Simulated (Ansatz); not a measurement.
Task: a single point in a Gaussian basis of C2H7AlN2Si, SMILES [SiH3]NC=[C]1[NH][AlH]1, with Ansatz 0.2.0, Python API. Give the script and its output. Settings: MP2, def2-SVPD basis, multiplicity 1.

```xyz
13

Si    0.7764   -2.5644    0.4804
N     0.5524   -0.7409    0.5074
C    -0.3807   -0.0742   -0.3904
C    -0.3981    1.2543   -0.3475
N    -0.0522    2.5682    0.2532
Al   -1.2834    2.7199   -1.0304
H     1.2049   -2.9354   -0.8633
H    -0.5318   -3.1255    0.7590
H     1.7198   -2.9222    1.5158
H     1.1323   -0.1927    1.2146
H    -0.9500   -0.6451   -1.0608
H     0.5547    3.0910    0.9828
H    -2.3239    3.5323   -2.0060
```

The script, `energy_c2h7aln2si.py`:
```python
# -*- coding: utf-8 -*-
"""Single point of C2H7AlN2Si."""

import ansatz as az
import numpy as np

geometry_ang = [
    ("Si", [0.7764, -2.5644, 0.4804]),
    ("N", [0.5524, -0.7409, 0.5074]),
    ("C", [-0.3807, -0.0742, -0.3904]),
    ("C", [-0.3981, 1.2543, -0.3475]),
    ("N", [-0.0522, 2.5682, 0.2532]),
    ("Al", [-1.2834, 2.7199, -1.0304]),
    ("H", [1.2049, -2.9354, -0.8633]),
    ("H", [-0.5318, -3.1255, 0.759]),
    ("H", [1.7198, -2.9222, 1.5158]),
    ("H", [1.1323, -0.1927, 1.2146]),
    ("H", [-0.95, -0.6451, -1.0608]),
    ("H", [0.5547, 3.091, 0.9828]),
    ("H", [-2.3239, 3.5323, -2.006]),
]
molecule = az.Crystal.molecule()
for symbol, xyz in geometry_ang:
    molecule = molecule.atom(symbol, xyz)

setup = (
    molecule.calculation()
    .basis(gaussian="def2-SVPD")
    .correlation("mp2")  # correlation on top of the mean field
    .forces()  # eV per angstrom
)
print(setup.to_yaml())
out = setup.run()
data = out.report

print(f"E = {data['free_energy_ev']:.6f} eV = {data['free_energy_ev'] / 27.211386246:.7f} Ha")
print("converged:", data["converged"], " doubts:", data["published_state_doubts"] or "none")

print("correlation energy", round(data["free_energy_ev"] - data["reference_energy_ev"], 5), "eV")
cluster = data["correlation"].get("coupled_cluster")
if cluster:
    print("cycles", cluster["cycles"], " T1 diagnostic", round(cluster["t1_diagnostic"], 4), " largest double", round(cluster["largest_double"], 4))

state = data["mean_field"]["state"]
print(f"mean field: {state['energy']['hartree']:.7f} Ha, <S^2> = {abs(state['spin_squared']):.4f}, stability: {state.get('stability', {}).get('kind')}")

symbols = [site.symbol for site in molecule.cartesian_sites]
print("forces (eV/A)")
for symbol, f in zip(symbols, data["forces_ev_ang"]):
    print(f"  {symbol:2s} {f[0]:9.4f} {f[1]:9.4f} {f[2]:9.4f}")

charges = data["charge_distribution"]
print("dipole moment", round(4.803205 * float(np.linalg.norm(charges["dipole_moment_e_ang"])), 3), "D")
print("Mulliken:", [(s, round(q, 3)) for s, q in zip(symbols, charges["mulliken_charges_e"])])
```

```console
$ python energy_c2h7aln2si.py
crystal:
  periodic: [false, false, false]
  atoms:
    - { symbol: Si, position_ang: [0.7764, -2.5644, 0.4804] }
    - { symbol: "N", position_ang: [0.5524, -0.7409, 0.5074] }
    - { symbol: C, position_ang: [-0.3807, -0.0742, -0.3904] }
    - { symbol: C, position_ang: [-0.3981, 1.2543, -0.3475] }
    - { symbol: "N", position_ang: [-0.0522, 2.5682, 0.2532] }
    - { symbol: Al, position_ang: [-1.2834, 2.7199, -1.0304] }
    - { symbol: H, position_ang: [1.2049, -2.9354, -0.8633] }
    - { symbol: H, position_ang: [-0.5318, -3.1255, 0.759] }
    - { symbol: H, position_ang: [1.7198, -2.9222, 1.5158] }
    - { symbol: H, position_ang: [1.1323, -0.1927, 1.2146] }
    - { symbol: H, position_ang: [-0.95, -0.6451, -1.0608] }
    - { symbol: H, position_ang: [0.5547, 3.091, 0.9828] }
    - { symbol: H, position_ang: [-2.3239, 3.5323, -2.006] }
basis:
  gaussian:
    orbitals: def2-SVPD
correlation:
  method: mp2
output:
  forces: true

E = -19590.935550 eV = -719.9536023 Ha
converged: True  doubts: none
correlation energy -22.01318 eV
mean field: -719.1446329 Ha, <S^2> = 0.0000, stability: minimum
forces (eV/A)
  Si   -0.5858    2.7159   -0.1531
  N     0.5797   -1.7972    0.5443
  C     4.0918    0.3552    4.0427
  C    -1.5972    1.5493   -1.2411
  N     0.8946    1.2525    1.0955
  Al   -1.2595    1.1002   -1.2239
  H     0.2150   -0.3904   -0.4157
  H    -0.5643   -0.5880    0.0580
  H     0.5510   -0.2034    0.4437
  H    -1.3964   -0.6178   -1.6110
  H    -0.8000   -0.9136   -1.0042
  H    -0.8203   -2.2300   -1.2436
  H     0.6914   -0.2328    0.7085
dipole moment 1.686 D
Mulliken: [('Si', 0.208), ('N', -0.543), ('C', 0.867), ('C', 0.016), ('N', -0.425), ('Al', 0.629), ('H', 0.014), ('H', 0.023), ('H', -0.042), ('H', -0.173), ('H', -0.08), ('H', -0.262), ('H', -0.234)]
```

Reading the output:
- These settings explore the input space; basis and method may be short of convergence.
- The geometry is a force-field or estimated start, not a minimum of this method, and the basis set is short of its limit.
- Inner cores stay frozen, so this is valence correlation.
- Mulliken charges are unreliable in a basis with diffuse functions.
- S² is that of the Hartree-Fock reference.
- Timing: 24 s on 1 thread of Arm Neoverse V2, on a shared host, peak memory 0.67 GiB.
